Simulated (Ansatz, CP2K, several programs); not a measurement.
Energy against volume for In4Sb3As as one 8-atom ordering (P-4m2) on the zincblende lattice, at fixed shape and fractional coordinates, computed by several methods (PBE and r2SCAN, where shown, with plane waves in Ansatz); the cell shown is that of r2SCAN. With free coordinates or axes held, a curve is too stiff, and on another method's shape its minimum isn't the method's own volume. The symmetry is P-4m2 (No. 115, tetragonal); conventional cell a = 4.564 Å, c = 12.871 Å, 33.51 Å³ an atom. As is surrounded by 4 In at 2.70 Å; In is surrounded by 2 As at 2.70 Å and 2 Sb at 2.82 Å; Sb is surrounded by 4 In at 2.82 Å; In is surrounded by 4 Sb at 2.82–2.83 Å; Sb is surrounded by 4 In at 2.83 Å. Computed, not measured; no magnetism was allowed, and whether the structure is a known phase isn't checked. Energies count from each curve's lowest point; fits are third-order Birch-Murnaghan.

```
CELL_PARAMETERS angstrom
4.56383 0.00000 0.00000
0.00000 4.56383 0.00000
0.00000 0.00000 12.87132
ATOMIC_POSITIONS crystal
As 0.00000 0.00000 0.00000
In 0.00000 0.50000 0.88765
Sb 0.50000 0.50000 0.75848
In 0.50000 0.00000 0.62944
Sb 0.00000 0.00000 0.50000
In 0.00000 0.50000 0.37056
Sb 0.50000 0.50000 0.24152
In 0.50000 0.00000 0.11235
```

r2SCAN, on the shape of its own relaxed cell:
```tsv
V (Å³/atom)	E (meV/atom)
31.501	18.93
32.506	4.44
33.511	0.00
34.517	4.15
35.522	15.68
```
V₀ = 33.50 Å³ an atom and B₀ = 46 GPa.

PBE/DZVP (CP2K), on the shape of the cell shown:
```csv
V (Å³/atom),E (meV/atom)
29.490,151.71
31.501,54.39
33.511,8.65
35.522,0.00
37.533,17.76
```
V₀ = 35.08 Å³ an atom and B₀ = 39 GPa.

Question: PBE, on the shape of its own relaxed cell, gives
```csv
V (Å³/atom),E (meV/atom)
32.665,18.85
33.708,4.82
34.750,0.00
35.793,2.91
36.835,12.29
```
What equilibrium volume and bulk modulus follow?

Answer: V₀ = 34.85 Å³ an atom and B₀ = 39 GPa.

PBE/SZV (CP2K), on the shape of the cell shown:
```
V (Å³/atom)  E (meV/atom)
     29.490        193.43
     31.501         77.10
     33.511         17.70
     35.522          0.00
     37.533         12.51
```
V₀ = 35.59 Å³ an atom and B₀ = 42 GPa.

light PBE (260 eV, its own mesh), on the shape of the cell shown:
```
V (Å³/atom)  E (meV/atom)
     30.831        167.66
     32.171        117.90
     33.511         96.23
     34.852         51.29
     36.192          0.00
     37.533         10.76
```
The points scatter about a smooth fit, as a low cutoff and a light mesh can make them, so no fit is quoted.
